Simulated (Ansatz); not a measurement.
**TeH₂N radical (SMILES [NH][TeH]): functionals against CCSD(T) at one geometry**

The task here is to estimate one member of a computed series from the others.

The runs use Ansatz 0.2.0, Gaussian basis; single points in def2-TZVPP.

Correlated methods freeze the cores. Filled d shells of the heavier atoms are correlated. Core potentials replace the inner electrons past krypton, and spin-orbit coupling is left out. Orbitals are unrestricted. B3LYP uses VWN-RPA correlation.

## The system as given

SMILES `[NH][TeH]`, 4 atoms, charge 0, spin multiplicity 2.

Atoms are counted from 1 here; the program's logs count them from 0.

Bond lengths: N1–Te2 2.067 Å, N1–H3 1.051 Å, Te2–H4 1.868 Å. Angles: Te2–N1–H3 112.1°, N1–Te2–H4 102.7°.

As a file:

```
atom     x (Å)     y (Å)     z (Å)
  N1   0.03370  -1.11650   0.48880
 Te2   0.90570   0.63130  -0.18740
  H3  -0.96210  -1.21240   0.16560
  H4  -0.56660   1.75060  -0.45140
```

Set-up of the first run:

run/in.yaml reads:

```yaml
crystal:
  periodic: [false, false, false]
  atoms:
    - {symbol: N, position_ang: [0.033700, -1.116500, 0.488800]}
    - {symbol: Te, position_ang: [0.905700, 0.631300, -0.187400]}
    - {symbol: H, position_ang: [-0.962100, -1.212400, 0.165600]}
    - {symbol: H, position_ang: [-0.566600, 1.750600, -0.451400]}
basis:
  gaussian: {orbitals: def2-TZVPP}
magnetization: {spin_polarized: true, initial_magnetization: 1}
correlation: {method: ccsd_t}
scf: {omitted_lower_state_checks: [cluster_reference]}
output: {forces: true}
```

No record of the launch command was kept for these runs.

Among the steps run: CCSD(T)/def2-TZVPP; PBE0-D4/def2-TZVPP; wB97M-V/def2-TZVPP; r2SCAN-D4/def2-TZVPP; PBE-D4/def2-TZVPP; BHLYP-D4/def2-TZVPP; B3LYP-D4/def2-TZVPP.

One of the session's tables, all rows but one given; the rest of the session is left out.

| method | RMS force component (eV/Å) | angle to CCSD(T) forces (°) | dipole (D) |
| --- | --- | --- | --- |
| CCSD(T) | 1.069 | reference | 1.72 |
| PBE0-D4 | 1.104 | 4.6 | 1.73 |
| wB97M-V | 1.162 | 4.8 | 1.75 |
| r2SCAN-D4 | ? | ? | ? |
| PBE-D4 | 0.941 | 9.3 | 1.84 |
| BHLYP-D4 | 1.177 | 11.0 | 1.63 |
| B3LYP-D4 | 1.004 | 2.5 | 1.77 |

**Question.** Estimate the row for r2SCAN-D4.

The run gave: RMS force component (eV/Å): 1.044; angle to CCSD(T) forces (°): 3.0; dipole (D): 1.71. In the column «RMS force component (eV/Å)» it lies between B3LYP-D4 (1.004) and CCSD(T) (1.069).
